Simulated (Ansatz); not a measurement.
# Alloy of LiH and LiF (26 of 32 H sites exchanged), 64 atoms

Aim: relax the alloy cell and compare the gap by PBEsol, HSE06 and r²SCAN.

Program: Ansatz 0.2.0, PAW, plane waves. These are calculated values, not measurements.

## (1) Starting point

64 atoms (26 F, 6 H, 32 Li); a = 8.005 Å, b = 8.005 Å, c = 8.005 Å, α = 90.00°, β = 90.00°, γ = 90.00°. All atoms were shaken off their sites by about 0.02 Å along each axis.

Steps to follow: (2) PBEsol cell relaxation at the single k point (¼, ¼, ¼), on 1 × NVIDIA H100 80GB HBM3 with 2 threads of AMD EPYC 7R13; (3) HSE06 single point at the Γ point alone, on 1 × NVIDIA H100 80GB HBM3 with 2 threads of AMD EPYC 7R13; (4) r²SCAN single point at the Γ point alone, on 1 × NVIDIA H100 80GB HBM3 with 2 threads of AMD EPYC 7R13.

## (2) Relaxing cell and atoms with PBEsol

in.yaml reads:

```yaml
crystal:
  lattice:
    - [8.004688, 0.000000, 0.000000]
    - [0.000000, 8.004688, 0.000000]
    - [0.000000, 0.000000, 8.004688]
  atoms:
    - { symbol: F, position: [0.252700, 0.000808, 0.996023] }
    - { symbol: F, position: [0.251353, 0.505871, 0.001948] }
    - { symbol: F, position: [0.248013, 0.502093, 0.500380] }
    - { symbol: F, position: [0.750606, 0.002412, 0.002579] }
    - { symbol: F, position: [0.749431, 0.996497, 0.502243] }
    - { symbol: F, position: [0.751185, 0.499922, 0.000533] }
    - { symbol: F, position: [0.753368, 0.502817, 0.494784] }
    - { symbol: F, position: [0.002312, 0.250788, 0.003086] }
    - { symbol: F, position: [0.001409, 0.754575, 0.998377] }
    - { symbol: F, position: [0.495542, 0.248767, 0.000095] }
    - { symbol: F, position: [0.498709, 0.253267, 0.496531] }
    - { symbol: F, position: [0.497972, 0.747774, 0.999134] }
    - { symbol: F, position: [0.999552, 0.999317, 0.752147] }
    - { symbol: F, position: [0.001178, 0.501766, 0.250317] }
    - { symbol: F, position: [0.995770, 0.499174, 0.747493] }
    - { symbol: F, position: [0.497911, 0.000181, 0.246731] }
    - { symbol: F, position: [0.499472, 0.996968, 0.752529] }
    - { symbol: F, position: [0.502947, 0.502493, 0.247340] }
    - { symbol: F, position: [0.502476, 0.498698, 0.749339] }
    - { symbol: F, position: [0.250360, 0.254810, 0.248914] }
    - { symbol: F, position: [0.252061, 0.247895, 0.749435] }
    - { symbol: F, position: [0.250422, 0.752445, 0.250065] }
    - { symbol: F, position: [0.251400, 0.751337, 0.749391] }
    - { symbol: F, position: [0.747233, 0.254787, 0.249796] }
    - { symbol: F, position: [0.749212, 0.750516, 0.252852] }
    - { symbol: F, position: [0.752869, 0.750718, 0.750540] }
    - { symbol: H, position: [0.249821, 0.001948, 0.496809] }
    - { symbol: H, position: [0.001839, 0.249285, 0.503315] }
    - { symbol: H, position: [0.003338, 0.751084, 0.499469] }
    - { symbol: H, position: [0.498088, 0.751735, 0.497336] }
    - { symbol: H, position: [0.995154, 0.999005, 0.246887] }
    - { symbol: H, position: [0.745334, 0.251388, 0.748792] }
    - { symbol: Li, position: [0.002574, 0.999551, 0.001536] }
    - { symbol: Li, position: [0.992766, 0.003484, 0.495311] }
    - { symbol: Li, position: [0.999538, 0.495645, 0.001479] }
    - { symbol: Li, position: [0.999228, 0.501358, 0.499133] }
    - { symbol: Li, position: [0.499620, 0.998328, 0.999309] }
    - { symbol: Li, position: [0.496103, 0.998180, 0.494027] }
    - { symbol: Li, position: [0.496501, 0.501789, 0.996144] }
    - { symbol: Li, position: [0.504415, 0.500440, 0.500331] }
    - { symbol: Li, position: [0.256051, 0.248941, 0.999953] }
    - { symbol: Li, position: [0.248595, 0.246522, 0.500138] }
    - { symbol: Li, position: [0.247252, 0.752424, 0.998392] }
    - { symbol: Li, position: [0.249053, 0.748378, 0.501373] }
    - { symbol: Li, position: [0.752907, 0.250185, 0.004383] }
    - { symbol: Li, position: [0.748240, 0.250191, 0.501521] }
    - { symbol: Li, position: [0.750853, 0.753363, 0.999958] }
    - { symbol: Li, position: [0.746997, 0.747402, 0.500058] }
    - { symbol: Li, position: [0.251514, 0.001841, 0.249469] }
    - { symbol: Li, position: [0.248829, 0.000603, 0.745808] }
    - { symbol: Li, position: [0.246777, 0.499174, 0.248665] }
    - { symbol: Li, position: [0.250970, 0.498777, 0.750886] }
    - { symbol: Li, position: [0.752320, 0.999387, 0.247714] }
    - { symbol: Li, position: [0.751473, 0.994878, 0.747313] }
    - { symbol: Li, position: [0.751573, 0.500556, 0.252294] }
    - { symbol: Li, position: [0.744516, 0.502597, 0.750487] }
    - { symbol: Li, position: [0.004663, 0.249510, 0.250858] }
    - { symbol: Li, position: [0.001191, 0.250904, 0.747587] }
    - { symbol: Li, position: [0.999429, 0.749575, 0.255042] }
    - { symbol: Li, position: [0.001887, 0.752078, 0.748030] }
    - { symbol: Li, position: [0.500139, 0.249188, 0.250930] }
    - { symbol: Li, position: [0.500315, 0.250956, 0.747890] }
    - { symbol: Li, position: [0.497572, 0.756289, 0.251173] }
    - { symbol: Li, position: [0.504842, 0.746422, 0.751409] }
  symmetry: { detect: false }
kpoints:
  mp_grid: { grid: [1, 1, 1], shift: [0.25, 0.25, 0.25] }
hamiltonian:
  xc: pbesol
scf:
  occupations: { method: fermi_dirac, width: 0.01 }
relax:
  f_tol: 0.03
  max_steps: 80
  escape_saddle: false
  adjacent_minimum: "off"
  cell: { fix: [shape] }
output:
  forces: true
  eigenvalues: true
  populations: true
```

Started as:

```sh
$ ansatz run in.yaml --threads 2 --pin off --max-ram 30400MiB --runs-dir r --events-out ev --progress --plain --backend cuda --devices 0, --max-vram 18GiB
```

Log:

```text
Pseudopotentials: kind: paw
Functional definition: PBEsol
  exchange = pbesol_x
  correlation = pbesol_c
Crystal: 64 atoms, lattice volume = 512.901 Å³
Basis set: ecut = 420 eV, 9939 PW (Γ), exchange–correlation on 108×108×108 points (8 copies of the dense FFT grid, shifted against one another)
Bands: 206, of which v1, the nominal top of the filled ones, is band 142 counted from 1 (141 counted from 0)
Symmetry: 1 space group operations
k-points: 1
Non-local potential: F, projectors of the file, l = 0: 2, l = 1: 2, l = 2: 1
Non-local potential: H, projectors of the file, l = 0: 2, l = 1: 1
Non-local potential: Li, projectors of the file, l = 0: 3, l = 1: 2, l = 2: 1
PAW form: soft (Blöchl's): semilocal exchange-correlation on the pseudo side does not see the compensation charge
PAW frozen core: F, regenerated for the run's functional, and the local potential with it (the file was generated under x = pbe(κ = 0.804, μ = 0.2195149727645171), c = pbe(β = 0.06672455060314922))
PAW one-centre angular grid: F, 110 points (default); XC on 64 Gauss nodes
PAW one-centre angular grid: H, 110 points (default); XC on 64 Gauss nodes
PAW one-centre angular grid: Li, 110 points (default); XC on 64 Gauss nodes
Initial density: superposition of atomic densities (neutral atoms: chi_scale 0, normalization atom), corrected by the library's trained network
Initial wavefunctions: pseudopotential atomic-orbital guess
Functional: x = pbesol(κ = 0.804, μ = 0.12345679012345678), c = pbesol(β = 0.046)
SCF iter   1: F=—  HF=-27486.895136 eV  |F-HF|=—  |Δ(HF+E_count)|=         —  Δρ=1.45e-2  dr2=6.72e-1  ethr=1.77e-3  ⟨swp⟩=5.0  Hψ=810  notcnv=0  defer=49
preconditioner: auto → Resta (q_TF=auto, 2.472 Å⁻¹)  ε∞=2.6  [insulator: Δε(μ)=6.597 eV  Ē_g=19.072 eV  σ=0.010 eV  W_gap=1.00  n_scr=122 (ndim 8)  ℏωp=24.3 eV  f_vac=0.000  D(μ)=0.00/eV (n_scr^D=0)  ε∞_Penn≈2.6]
SCF iter   2: F=—  HF=-27486.677966 eV  |F-HF|=—  |Δ(HF+E_count)|=   2.17e-1  Δρ=3.14e-3  dr2=2.07e-2  ethr=2.37e-4  ⟨swp⟩=2.0  Hψ=316  notcnv=0  defer=55
SCF iter   3: F=—  HF=-27486.672400 eV  |F-HF|=—  |Δ(HF+E_count)|=   5.57e-3  Δρ=1.21e-3  dr2=4.90e-3  ethr=7.28e-6  ⟨swp⟩=2.0  Hψ=244  notcnv=0  defer=55
SCF iter   4: F=—  HF=-27486.672373 eV  |F-HF|=—  |Δ(HF+E_count)|=   2.71e-5  Δρ=4.06e-4  dr2=6.16e-4  ethr=1.72e-6  ⟨swp⟩=2.0  Hψ=157  notcnv=0  defer=55
SCF iter   5: F=—  HF=-27486.669786 eV  |F-HF|=—  |Δ(HF+E_count)|=   2.59e-3  Δρ=1.32e-4  dr2=5.67e-5  ethr=2.17e-7  ⟨swp⟩=2.0  Hψ=235  notcnv=0  defer=55
SCF iter   6: F=—  HF=-27486.671267 eV  |F-HF|=—  |Δ(HF+E_count)|=   1.48e-3  Δρ=3.42e-5  dr2=3.16e-6  ethr=2.00e-8  ⟨swp⟩=2.0  Hψ=302  notcnv=0  defer=55
SCF iter   7: F=—  HF=-27486.671270 eV  |F-HF|=—  |Δ(HF+E_count)|=   2.36e-6  Δρ=2.05e-5  dr2=1.12e-6  ethr=1.11e-9  ⟨swp⟩=2.0  Hψ=261  notcnv=0  defer=55
SCF iter   8: F=-27486.671270 eV  HF=-27486.671270 eV  |F-HF|=1.59e-8  |Δ(HF+E_count)|=   4.25e-8  Δρ=3.29e-6  dr2=4.53e-8  ethr=3.52e-11  ⟨swp⟩=19.0  Hψ=1425  notcnv=0
SCF 1 converged in 8 iterations: F = -27486.671270 eV  dr2 = 4.53e-8
relax step   1: F+E_penalty+E_count = -27486.67126953 eV  Δ(F+E_penalty+E_count) = +0.000e0 eV  max|allowed force component| = 2.723e-1 eV/Å  Δτ_max = 0.0000 Å  P = +0.385 GPa  Ω = 512.901 Å³  fix = [alpha, beta, gamma, b/a, c/a]  reactions: b/a -0.020, c/a +0.012 GPa; alpha +0.002, beta -0.008, gamma -0.030 GPa/rad  (8 SCF iters, dr2 threshold 1.00e-7 eV, accepted)
[... 13 lines left out ...]
relax step   2: F+E_penalty+E_count = -27486.76870420 eV  Δ(F+E_penalty+E_count) = -9.743e-2 eV  max|allowed force component| = 1.837e-1 eV/Å  Δτ_max = 0.1084 Å  P = +0.185 GPa  Ω = 514.114 Å³  energy of the carried Pulay correction = -5.098e-3 eV  fix = [alpha, beta, gamma, b/a, c/a]  reactions: b/a -0.010, c/a +0.019 GPa; alpha +0.003, beta -0.005, gamma -0.026 GPa/rad  (6 SCF iters, dr2 thresho [...]
[... 10 lines left out ...]
relax step   3: F+E_penalty+E_count = -27486.84185730 eV  Δ(F+E_penalty+E_count) = -7.315e-2 eV  max|allowed force component| = 2.281e-2 eV/Å  Δτ_max = 0.0490 Å  P = -0.020 GPa  Ω = 515.253 Å³  energy of the carried Pulay correction = -9.872e-3 eV  fix = [alpha, beta, gamma, b/a, c/a]  reactions: b/a -0.013, c/a +0.029 GPa; alpha -0.012, beta -0.009, gamma -0.024 GPa/rad  (6 SCF iters, dr2 thresho [...]
[... 11 lines left out ...]
relax step   4: F+E_penalty+E_count = -27486.84970100 eV  Δ(F+E_penalty+E_count) = -7.844e-3 eV  max|allowed force component| = 2.278e-2 eV/Å  Δτ_max = 0.0000 Å  P = +0.019 GPa  Ω = 515.253 Å³  fix = [alpha, beta, gamma, b/a, c/a]  reactions: b/a -0.013, c/a +0.029 GPa; alpha -0.003, beta +0.000, gamma -0.015 GPa/rad  stress off target by 1.86e-2 GPa on what of the cell is left free  SCF on the ba [...]
SCF converged after 7 iterations
Free energy (F): -27486.849701 eV
Harris-Foulkes:  -27486.849701 eV  (|F-HF|=3.64e-12)
Internal energy: -27486.849701 eV  (E = F + TS)
E sigma→0 (E₀):  -27486.849701 eV
Fermi energy:    6.296286 eV
--- Per-component energies (eV) ---
  E_band       = -3673.846714
  E_kinetic    = 6193.269163
  E_local      = -19378.384543  (includes V_loc(G=0)·N_el)
  E_nonlocal   = 871.316270
  E_hartree    = 6961.559244
  E_xc         = -2467.818831
  E_vxc        = -3187.444136  (∫ρ·V_xc dr)
  E_paw        = -5670.663673  (= ΣΔE_a)
  E_vpaw       = -2095.769862  (= ΣTr[D̂ρ^β])
  E_aug_tail   = 0.047827  (compensation charges beyond the density's cutoff)
  E_ewald      = -13997.278667
  E_core_change = 1.103509  (= ΣΔE_core)
  E_smearing   = -0.000000  (= −TS)
  E_closure    = 0.000000  (closes the sum)
  Σ components = -27486.849701   (vs F -27486.849701, Δ=0.00e0)
--- Forces (eV/Å), atoms counted from 1 ---
  atom   1  F     -0.00166257    -0.00188134    -0.00894879
  atom   2  F     -0.00101227    -0.00531259     0.00144378
  atom   3  F      0.00620033    -0.00449515    -0.00444187
  atom   4  F     -0.00483515    -0.00804887    -0.00237604
  atom   5  F      0.00076040    -0.00483423    -0.00109013
  atom   6  F     -0.00557858     0.00212413     0.00490582
  atom   7  F     -0.00335689    -0.00276723     0.00087672
  atom   8  F     -0.00055192     0.00582494    -0.00128285
  atom   9  F      0.00353427    -0.00878709    -0.00166225
  atom  10  F     -0.00142325    -0.00237977     0.00908678
  atom  11  F     -0.00131019     0.00195183    -0.00165480
  atom  12  F     -0.00156146     0.00175880     0.00825118
  atom  13  F      0.00598467    -0.00292373    -0.00040861
  atom  14  F      0.00136155     0.00170810    -0.00658955
  atom  15  F      0.00908568     0.00879176     0.00461299
  atom  16  F     -0.00573816    -0.00146461     0.00375366
  atom  17  F     -0.00711530    -0.00573608     0.00437288
  atom  18  F     -0.00839050    -0.00055737    -0.01023323
  atom  19  F     -0.00375377     0.00581367     0.00253849
  atom  20  F      0.00912638     0.00531709    -0.00787756
  atom  21  F     -0.00146885    -0.00176139     0.00827420
  atom  22  F      0.00362977    -0.00413988    -0.00823887
  atom  23  F     -0.00042698     0.00460484     0.01022078
  atom  24  F     -0.00026100     0.00611560    -0.01011158
  atom  25  F      0.00324434    -0.01127306    -0.00659923
  atom  26  F      0.00584073     0.00412679     0.01118216
  atom  27  H      0.00169198     0.00222022     0.00432150
  atom  28  H     -0.00314620     0.00720739     0.00630601
  atom  29  H      0.00050329    -0.01269116     0.00069448
  atom  30  H      0.00061082    -0.00046212    -0.00623706
  atom  31  H     -0.00023202     0.00063329    -0.00205990
  atom  32  H     -0.00108462    -0.00139413     0.00924124
  atom  33  Li    -0.00458567     0.00045840    -0.01048426
  atom  34  Li    -0.00069524     0.00400659     0.00755703
  atom  35  Li    -0.00061596    -0.00354868    -0.00840470
  atom  36  Li    -0.00421305    -0.01370891     0.01055754
  atom  37  Li     0.00840476     0.00271265    -0.00442178
  atom  38  Li     0.01119504     0.00886787     0.00723720
  atom  39  Li     0.00687118    -0.00953285    -0.01403685
  atom  40  Li    -0.00379791    -0.00578459     0.01823438
  atom  41  Li    -0.00201548     0.01256452     0.00299242
  atom  42  Li     0.00613341     0.00859940    -0.00192610
  atom  43  Li     0.00207760    -0.00090855     0.00317620
  atom  44  Li     0.00121749    -0.00030629    -0.00321665
  atom  45  Li     0.00286208     0.00155994    -0.00448130
  atom  46  Li    -0.00322955    -0.00535352    -0.00915121
  atom  47  Li     0.00002131     0.00403960     0.00111138
  atom  48  Li     0.00041041     0.00725312    -0.00767492
  atom  49  Li     0.00625675    -0.00628571     0.00915065
  atom  50  Li     0.00833352    -0.00142302    -0.01369711
  atom  51  Li     0.00619703     0.00550036     0.02278286
  atom  52  Li    -0.00068895    -0.00047160    -0.01199209
  atom  53  Li    -0.01238318    -0.00254253     0.00879301
  atom  54  Li    -0.00230230     0.00856024    -0.00137529
  atom  55  Li     0.00502008     0.00624893     0.00794872
  atom  56  Li     0.00547801    -0.00061075    -0.01252009
  atom  57  Li    -0.00286715    -0.00356910    -0.00259122
  atom  58  Li    -0.00532440    -0.00061752     0.00897383
  atom  59  Li    -0.00199114     0.00476413    -0.00933848
  atom  60  Li    -0.00715045    -0.00050661     0.00502046
  atom  61  Li    -0.00724288    -0.00170361    -0.00080849
  atom  62  Li    -0.00492414     0.00289610    -0.00072690
  atom  63  Li    -0.00015217     0.00253777    -0.00437972
  atom  64  Li    -0.00494657    -0.00147822    -0.00213092
  max |Σ_I F_I| component: 4.94e-4 eV/Å
--- Stress (GPa, compression-positive) ---
        0.002241       0.014815      -0.000065
        0.014815       0.005825       0.002650
       -0.000065       0.002650       0.047689
  P = ⅓ Tr σ = 0.0186 GPa (0.186 kbar)
--- Band table (eV) ---
  k-point 0: bands = [... 130 lower levels ..., "-0.0708", "-0.0215", "-0.0010", "0.0563", "0.0970", "0.1215", "1.5080", "2.0884", "2.2679", "2.4877", "2.7657", "3.0060", "9.5866", "9.6996", "9.9124", "10.0489", "10.1953", "10.2620", "10.3374", "10.5260", "10.6296", "10.9538", "11.1071", "11.1859", ... 52 higher levels ...]
--- Relaxed structure (3 steps of the walk, 3 accepted, 1 SCFs on fresh bases) ---
  F+E_penalty+E_count = -27486.84970100 eV   max|allowed force component| = 2.278e-2 eV/Å   (the final SCF, on the basis selected at the relaxed cell)
  cell:  # Å, volume = 515.2527 Å³
    - [8.016905255278118, -1.9609287319413935e-146, 8.737138156285644e-145]
    - [-1.9609287319413935e-146, 8.016905255278118, 6.272488182390819e-145]
    - [8.737138156285644e-145, 6.272488182390819e-145, 8.016905255278118]
  atoms:
    - { symbol: F, position: [0.24988200332251775, 0.0005069222991557252, 0.9999499199434712] }
    - { symbol: F, position: [0.24987625126731297, 0.5005363398046887, -0.0005147541614113602] }
[... 62 atoms left out; the next input holds them all, rounded ...]
--- Löwdin populations: 64 sites ---
  site symbol       q [e]
     0      F      7.7180
     1      F      7.7162
     2      F      7.7212
     3      F      7.7192
     4      F      7.7248
     5      F      7.7181
     6      F      7.7226
     7      F      7.7203
     8      F      7.7177
     9      F      7.7183
    10      F      7.7199
    11      F      7.7164
    12      F      7.7230
    13      F      7.7199
    14      F      7.7214
    15      F      7.7196
    16      F      7.7212
    17      F      7.7180
    18      F      7.7195
    19      F      7.7217
    20      F      7.7201
    21      F      7.7231
    22      F      7.7213
    23      F      7.7198
    24      F      7.7215
    25      F      7.7199
    26      H      1.5665
    27      H      1.5692
    28      H      1.5706
    29      H      1.5687
    30      H      1.5679
    31      H      1.5687
    32     Li      2.2458
    33     Li      2.3221
    34     Li      2.2229
    35     Li      2.2680
    36     Li      2.2227
    37     Li      2.2716
    38     Li      2.2227
    39     Li      2.2452
    40     Li      2.2227
    41     Li      2.2716
    42     Li      2.2228
    43     Li      2.2953
    44     Li      2.2453
    45     Li      2.2703
    46     Li      2.2230
    47     Li      2.2686
    48     Li      2.2701
    49     Li      2.2456
    50     Li      2.2226
    51     Li      2.2227
    52     Li      2.2460
    53     Li      2.2453
    54     Li      2.2228
    55     Li      2.2451
    56     Li      2.2703
    57     Li      2.2705
    58     Li      2.2700
    59     Li      2.2453
    60     Li      2.2229
    61     Li      2.2456
    62     Li      2.2452
    63     Li      2.2451
  spilling = 0.006655 (of n_electrons = 284.000000)
```

It took 10 s on 1 × NVIDIA H100 80GB HBM3 with 2 threads of AMD EPYC 7R13, shared host; peak host memory 1.2 GiB.

Recorded steps of the relaxation (solves on a freshly chosen basis count as rows, and their energies jump a little):

```csv
accepted step,energy change (eV),largest force component (eV/Å),SCF cycles,pressure (GPa)
1,0.000,0.272,8,0.39
2,-0.097,0.184,6,0.19
3,-0.171,0.023,6,-0.02
4,-0.178,0.023,7,0.02
```

Largest shifts, less the median shift:

```
atom  shift (Å)      dx      dy      dz
Li34      0.069   0.048  -0.021   0.045
Li38      0.068   0.039   0.028   0.048
 H31      0.066   0.046   0.013   0.045
Li64      0.055  -0.041   0.037  -0.006
Li63      0.048   0.018  -0.042  -0.015
 H32      0.048   0.047  -0.007  -0.001
Li56      0.047   0.046  -0.008  -0.007
  F7      0.047  -0.023  -0.014   0.039
```

|  | before | after | change |
| --- | --- | --- | --- |
| a (Å) | 8.005 | 8.017 | +0.15 % |
| b (Å) | 8.005 | 8.017 | +0.15 % |
| c (Å) | 8.005 | 8.017 | +0.15 % |
| volume (Å³/atom) | 8.014 | 8.051 | +0.46 % |

Bond lengths by pair after relaxation (within a distance cut, which drops stretched bonds):

```csv
pair,count,mean (Å),spread (Å),least,most
F–Li,156,2.003,0.004,1.991,2.013
```

At the single k point (¼, ¼, ¼) the filled levels end at 3.006 eV and the empty ones begin at 9.587 eV, a spacing of 6.58 eV.

[end of part 1 of 3]
